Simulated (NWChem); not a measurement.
# the pair SiH4Se···CH5N: a chain of runs

We compute a single-point energy (singlet CH9NSeSi, r2SCAN-D3(BJ)/pcseg-1), then a single-point energy (singlet SiH4Se, r2SCAN-D3(BJ)/pcseg-1), then a single-point energy (singlet CH5N, r2SCAN-D3(BJ)/pcseg-1), then the energy (singlet SiH4Se, r2SCAN-D3(BJ)/pcseg-1), then the energy (singlet CH5N, r2SCAN-D3(BJ)/pcseg-1) of CH9NSeSi and its partners. 

The results are computed with NWChem 7.3.0.

**1. The molecule**

The species is CH9NSeSi (13 atoms), meant as a singlet with charge 0. The two molecules were placed rigidly side by side, at 1.3 times their contact distance; the pair isn't optimised.

Bond lengths: Si1–Se2 2.279 Å, C7–N8 1.453 Å, Si1–H3 1.484 Å, Si1–H4 1.483 Å, Si1–H5 1.484 Å, Se2–H6 1.469 Å, C7–H9 1.100 Å, C7–H10 1.092 Å, C7–H11 1.092 Å, N8–H12 1.012 Å, N8–H13 1.012 Å. Some angles: Si1–Se2–H6 93.0°, Se2–Si1–H3 111.5°, Se2–Si1–H4 104.9°, Se2–Si1–H5 111.4°, C7–N8–H12 110.6°, C7–N8–H13 110.6°, N8–C7–H9 115.4°, N8–C7–H10 109.4°, N8–C7–H11 109.4°, H3–Si1–H4 110.0°.

**2. The energy at r2SCAN-D3(BJ)/pcseg-1 (run 1)**

File struct.nw:

```
start struct
memory 2200 mb
charge 0

geometry units au noautosym nocenter noautoz
Si  -0.47568186  -0.42301519  -0.88231313
Se   1.68503099  -0.45627437   2.84328193
H   -3.04722117   0.65167205  -0.56880756
H   -0.64991461  -3.11606389  -1.63593591
H    0.89361369   1.03642029  -2.84706138
H    1.59413516   2.30726111   3.09083605
C   -6.07184122  -8.18589673  -4.07355033
N   -8.41016943  -7.51472270  -5.34660212
H   -6.27681981  -8.78802016  -2.09489369
H   -4.78535347  -6.57191944  -4.10968189
H   -5.14632895  -9.71625364  -5.10428254
H   -9.28904325  -6.08385987  -4.43212586
H   -9.62333580  -8.99282868  -5.35151541
end

basis spherical bse
* library pcseg-1
end

dft
xc r2scan
disp vdw 4
grid fine
convergence energy 1e-08
iterations 100
mulliken
print low
end

task dft energy
```

On the command line:

```sh
$ nwchem struct.nw > struct.out
```

The log of the run:

```text
[...]
 d= 0,ls=0.0,diis     1  -2788.8518742645 -3.06D+03  7.13D-03  4.42D-01     3.3
[...]
 d= 0,ls=0.0,diis     8  -2788.9039417594  7.63D-09  5.82D-06  2.69D-07    20.2
         Total DFT energy =    -2788.903941759353
      One electron energy =    -4424.566466090168
           Coulomb energy =     1483.869492968515
    Exchange-Corr. energy =     -123.648923101621
 Nuclear repulsion energy =      275.443986926609
    Dispersion correction =       -0.002032462688
[...]
      Total Density - Mulliken Population Analysis
     ---------------------------------------------
    Atom       Charge   Shell Charges
 -----------   ------   -------------------------------------------------------
    1 Si  14    13.53   2.00  1.99  0.97  0.27  5.99  2.06  0.11  0.14
    2 Se  34    34.40   2.00  2.00  2.00  1.21  0.71  6.00  5.98  1.93  2.50  9.99  0.08
    3 H    1     1.07   0.76  0.30  0.01
    4 H    1     1.07   0.76  0.31  0.01
    5 H    1     1.07   0.76  0.30  0.01
    6 H    1     0.85   0.70  0.12  0.02
    7 C    6     6.12   1.99  0.74  0.38  2.12  0.85  0.04
    8 N    7     7.50   1.99  0.83  0.68  2.47  1.49  0.02
    9 H    1     0.92   0.78  0.12  0.02
   10 H    1     0.89   0.78  0.10  0.02
[...]
```

Run time: 21 s. Hardware: 1 thread of AMD EPYC 9R45 (Zen 5), shared host; peak memory 0.14 GiB.

**3. SiH4Se: a single-point energy at r2SCAN-D3(BJ)/pcseg-1 (run 2)**

File test.nw:

```
start test
title "H4SeSi"
memory 2200 mb
geometry units angstrom noautosym nocenter noautoz
 Si   -0.251720   -0.223850   -0.466900
 Se    0.891680   -0.241450    1.504600
 H    -1.612520    0.344850   -0.301000
 H    -0.343920   -1.648950   -0.865700
 H     0.472880    0.548450   -1.506600
 H     0.843580    1.220950    1.635600
end
basis "ao basis" spherical bse
 Si library pcseg-1
 Se library pcseg-1
 H library pcseg-1
end
dft
 xc r2scan
 disp vdw 4
 grid fine
 convergence energy 1e-08
 iterations 100
 mulliken
 noprint "final vectors analysis"
end
task dft energy
```

On the command line:

```sh
$ nwchem test.nw > test.out
```

The log of the run:

```text
[...]
          Wavefunction type:  closed shell.
          No. of atoms     :     6
          No. of electrons :    52
[...]
          Charge           :     0
          Spin multiplicity:     1
[...]
          AO basis - number of functions:    65
[...]
              XC Information
              --------------
                      r^2SCAN Method XC Functional
               r^2SCAN metaGGA Exchange Functional  1.000
                     r^2SCAN Correlation Potential  1.000
[...]
 d= 0,ls=0.0,diis     1  -2693.1030720614 -2.85D+03  1.03D-02  2.18D-01     1.6
[...]
 d= 0,ls=0.0,diis     8  -2693.1309610337  2.14D-09  3.42D-06  4.47D-08     9.3
         Total DFT energy =    -2693.130961033721
      One electron energy =    -4064.119914327132
           Coulomb energy =     1321.552214937119
    Exchange-Corr. energy =     -109.500182194806
 Nuclear repulsion energy =      158.937990286426
    Dispersion correction =       -0.001069735327
[...]
      Total Density - Mulliken Population Analysis
     ---------------------------------------------
    Atom       Charge   Shell Charges
 -----------   ------   -------------------------------------------------------
    1 Si  14    13.53   2.00  1.99  0.97  0.27  5.99  2.06  0.12  0.14
    2 Se  34    34.40   2.00  2.00  2.00  1.21  0.71  6.00  5.98  1.93  2.50  9.99  0.08
    3 H    1     1.07   0.76  0.30  0.01
    4 H    1     1.07   0.76  0.31  0.01
    5 H    1     1.07   0.76  0.30  0.01
    6 H    1     0.85   0.70  0.12  0.02
[...]
```

Wall time 9.9 s (1 thread of AMD EPYC 9R45 (Zen 5), shared host); peak memory 0.13 GiB.

**4. CH5N: a single-point energy at r2SCAN-D3(BJ)/pcseg-1 (run 3)**

File ch5n.nw:

```
start ch5n
memory stack 880 mb heap 220 mb global 1100 mb
charge 0

geometry units au noautosym nocenter noautoz
  C     -6.07184122    -8.18589673    -4.07355033
  N     -8.41016943    -7.51472270    -5.34660212
  H     -6.27681981    -8.78802016    -2.09489369
  H     -4.78535347    -6.57191944    -4.10968189
  H     -5.14632895    -9.71625364    -5.10428254
  H     -9.28904325    -6.08385987    -4.43212586
  H     -9.62333580    -8.99282868    -5.35151541
end

basis spherical bse
  C library pcseg-1
  N library pcseg-1
  H library pcseg-1
end

dft
  xc r2scan
  disp vdw 4
  grid fine
  convergence energy 1e-08
  maxiter 100
  mulliken
  print low
end

task dft energy
```

On the command line:

```sh
$ nwchem ch5n.nw > ch5n.out
```

The log of the run:

```text
[...]
 d= 0,ls=0.0,diis     1    -95.7482981464 -1.38D+02  9.66D-03  2.24D-01     0.5
[...]
 d= 0,ls=0.0,diis     8    -95.7725212532 -5.92D-09  2.31D-07  1.57D-10     3.3
         Total DFT energy =      -95.772521253173
      One electron energy =     -211.769094013266
           Coulomb energy =       88.005254689667
    Exchange-Corr. energy =      -14.148859532137
 Nuclear repulsion energy =       42.140836924848
    Dispersion correction =       -0.000659322285
[...]
      Total Density - Mulliken Population Analysis
     ---------------------------------------------
    Atom       Charge   Shell Charges
 -----------   ------   -------------------------------------------------------
    1 C    6     6.11   1.99  0.74  0.38  2.12  0.84  0.04
    2 N    7     7.50   1.99  0.83  0.68  2.47  1.49  0.02
    3 H    1     0.92   0.78  0.12  0.02
    4 H    1     0.90   0.78  0.10  0.02
    5 H    1     0.90   0.78  0.10  0.02
    6 H    1     0.84   0.74  0.06  0.04
    7 H    1     0.84   0.74  0.06  0.04
[...]
```

It took 3.9 s on 1 thread of AMD EPYC 9R45 (Zen 5), shared host; peak memory 0.12 GiB.

**5. SiH4Se among ghost functions: the energy at r2SCAN-D3(BJ)/pcseg-1 (with ghost functions) (run 4)**

File h4sesi.nw:

```
start h4sesi
memory stack 880 mb heap 220 mb global 1100 mb
charge 0

geometry units au noautosym nocenter noautoz
Si -0.47568186 -0.42301519 -0.88231313
Se  1.68503099 -0.45627437  2.84328193
H  -3.04722117  0.65167205 -0.56880756
H  -0.64991461 -3.11606389 -1.63593591
H   0.89361369  1.03642029 -2.84706138
H   1.59413516  2.30726111  3.09083605
bqC     -6.071841    -8.185897    -4.073550
bqN     -8.410169    -7.514723    -5.346602
bqH     -6.276820    -8.788020    -2.094894
bqH     -4.785353    -6.571919    -4.109682
bqH     -5.146329    -9.716254    -5.104283
bqH     -9.289043    -6.083860    -4.432126
bqH     -9.623336    -8.992829    -5.351515
end

basis spherical bse
Si library pcseg-1
Se library pcseg-1
H library pcseg-1
bqC library C pcseg-1
bqN library N pcseg-1
bqH library H pcseg-1
end

dft
xc r2scan
disp vdw 4
grid fine
convergence energy 1e-08
iterations 100
mulliken
print low
end

task dft energy
```

On the command line:

```sh
$ nwchem h4sesi.nw > h4sesi.out
```

The log of the run:

```text
[...]
 d= 0,ls=0.0,diis     1  -2693.1031116885 -2.85D+03  5.67D-03  2.19D-01     3.0
[...]
 d= 0,ls=0.0,diis     8  -2693.1310056397  2.15D-09  1.89D-06  4.48D-08    18.6
         Total DFT energy =    -2693.131005639711
      One electron energy =    -4064.118717165537
           Coulomb energy =     1321.550892680058
    Exchange-Corr. energy =     -109.500090186130
 Nuclear repulsion energy =      158.937978767211
    Dispersion correction =       -0.001069735313
[...]
      Total Density - Mulliken Population Analysis
     ---------------------------------------------
    Atom       Charge   Shell Charges
 -----------   ------   -------------------------------------------------------
    1 Si  14    13.53   2.00  1.99  0.97  0.27  5.99  2.06  0.11  0.14
    2 Se  34    34.40   2.00  2.00  2.00  1.21  0.71  6.00  5.98  1.93  2.50  9.99  0.08
    3 H    1     1.07   0.76  0.30  0.01
    4 H    1     1.07   0.76  0.31  0.01
    5 H    1     1.07   0.76  0.30  0.01
    6 H    1     0.85   0.70  0.12  0.02
    7 X    0    -0.00  -0.00  0.00 -0.00  0.00 -0.00 -0.00
    8 X    0    -0.00   0.00  0.00 -0.00 -0.00  0.00 -0.00
    9 X    0     0.00   0.00  0.00  0.00
   10 X    0     0.00  -0.00  0.00 -0.00
[...]
```

It took 19 s on 1 thread of AMD EPYC 9R45 (Zen 5), shared host; peak memory 0.14 GiB.

**6. CH5N among ghost functions: a single-point energy at r2SCAN-D3(BJ)/pcseg-1 (with ghost functions) (run 5)**

File ch5n.nw:

```
start ch5n
memory stack 880 mb heap 220 mb global 1100 mb
charge 0
geometry units angstrom noautosym nocenter noautoz
  C     -3.213080    -4.331790    -2.155630
  N     -4.450470    -3.976620    -2.829300
  H     -3.321550    -4.650420    -1.108570
  H     -2.532300    -3.477710    -2.174750
  H     -2.723320    -5.141620    -2.701070
  H     -4.915550    -3.219440    -2.345380
  H     -5.092450    -4.758800    -2.831900
  bqSi    -0.251720    -0.223850    -0.466900
  bqSe     0.891680    -0.241450     1.504600
  bqH     -1.612520     0.344850    -0.301000
  bqH     -0.343920    -1.648950    -0.865700
  bqH      0.472880     0.548450    -1.506600
  bqH      0.843580     1.220950     1.635600
end
basis spherical bse
  C library pcseg-1
  N library pcseg-1
  H library pcseg-1
  bqSi library Si pcseg-1
  bqSe library Se pcseg-1
  bqH library H pcseg-1
end
dft
  xc r2scan
  disp vdw 4
  grid fine
  convergence energy 1e-08
  maxiter 100
  mulliken
  print low
end
task dft energy
```

On the command line:

```sh
$ nwchem ch5n.nw > ch5n.out
```

The log of the run:

```text
[...]
 d= 0,ls=0.0,diis     1    -95.7483661633 -1.38D+02  4.34D-03  2.24D-01     2.1
[...]
 d= 0,ls=0.0,diis     8    -95.7725836575 -6.05D-09  1.04D-07  1.56D-10    15.1
         Total DFT energy =      -95.772583657480
      One electron energy =     -211.768594597054
           Coulomb energy =       88.004607546303
    Exchange-Corr. energy =      -14.148777209679
 Nuclear repulsion energy =       42.140839925240
    Dispersion correction =       -0.000659322289
[...]
      Total Density - Mulliken Population Analysis
     ---------------------------------------------
    Atom       Charge   Shell Charges
 -----------   ------   -------------------------------------------------------
    1 C    6     6.12   1.99  0.74  0.38  2.12  0.85  0.04
    2 N    7     7.50   1.99  0.83  0.68  2.47  1.49  0.02
    3 H    1     0.92   0.78  0.12  0.02
    4 H    1     0.89   0.78  0.09  0.02
    5 H    1     0.90   0.78  0.10  0.02
    6 H    1     0.84   0.74  0.06  0.04
    7 H    1     0.84   0.74  0.06  0.04
    8 X    0     0.00   0.00  0.00 -0.00 -0.00 -0.00 -0.00  0.00 -0.00
    9 X    0     0.00   0.00  0.00 -0.00 -0.00  0.00 -0.00 -0.00 -0.00  0.00 -0.00 -0.00
   10 X    0    -0.00  -0.00 -0.00 -0.00
[...]
```

Run time: 16 s. Hardware: 1 thread of AMD EPYC 9R45 (Zen 5), shared host; peak memory 0.14 GiB.

**7. Summary of results**

| quantity | value |
| --- | --- |
| run 1, r2SCAN-D3(BJ)/pcseg-1: total energy | -2788.90394 Eh |
| run 1, r2SCAN-D3(BJ)/pcseg-1: dispersion energy | -5.34 kJ/mol |
| SiH4Se: total energy | -2693.13096 Eh |
| SiH4Se: dipole moment | 1.13 D |
| SiH4Se: dispersion energy | -2.81 kJ/mol |
| CH5N: total energy | -95.77252 Eh |
| CH5N: dispersion energy | -1.73 kJ/mol |
| SiH4Se among ghost functions: total energy | -2693.13101 Eh |
| SiH4Se among ghost functions: dispersion energy | -2.81 kJ/mol |
| CH5N among ghost functions: total energy | -95.77258 Eh |
| CH5N among ghost functions: dispersion energy | -1.73 kJ/mol |
| interaction energy of the rigid parts SiH4Se and CH5N (parts in their own basis; closest atoms 3.14 Å apart) | -0.013 eV |
| interaction energy of the rigid parts SiH4Se and CH5N (parts in the whole basis, counterpoise; closest atoms 3.14 Å apart) | -0.010 eV |

What this shows: The interaction energy of the rigid parts SiH4Se and CH5N (parts in their own basis; closest atoms 3.14 Å apart) is −0.01 eV (−1.2 kJ/mol). Without counterpoise this holds the superposition error of the basis. The interaction energy of the rigid parts SiH4Se and CH5N (parts in the whole basis, counterpoise; closest atoms 3.14 Å apart) is −0.01 eV (−0.2 kcal/mol). The basis-set superposition error is 0.3 kJ/mol. Mulliken charges (CH5N) run from -0.50 on N2 to +0.16 on H6; they depend strongly on the basis.
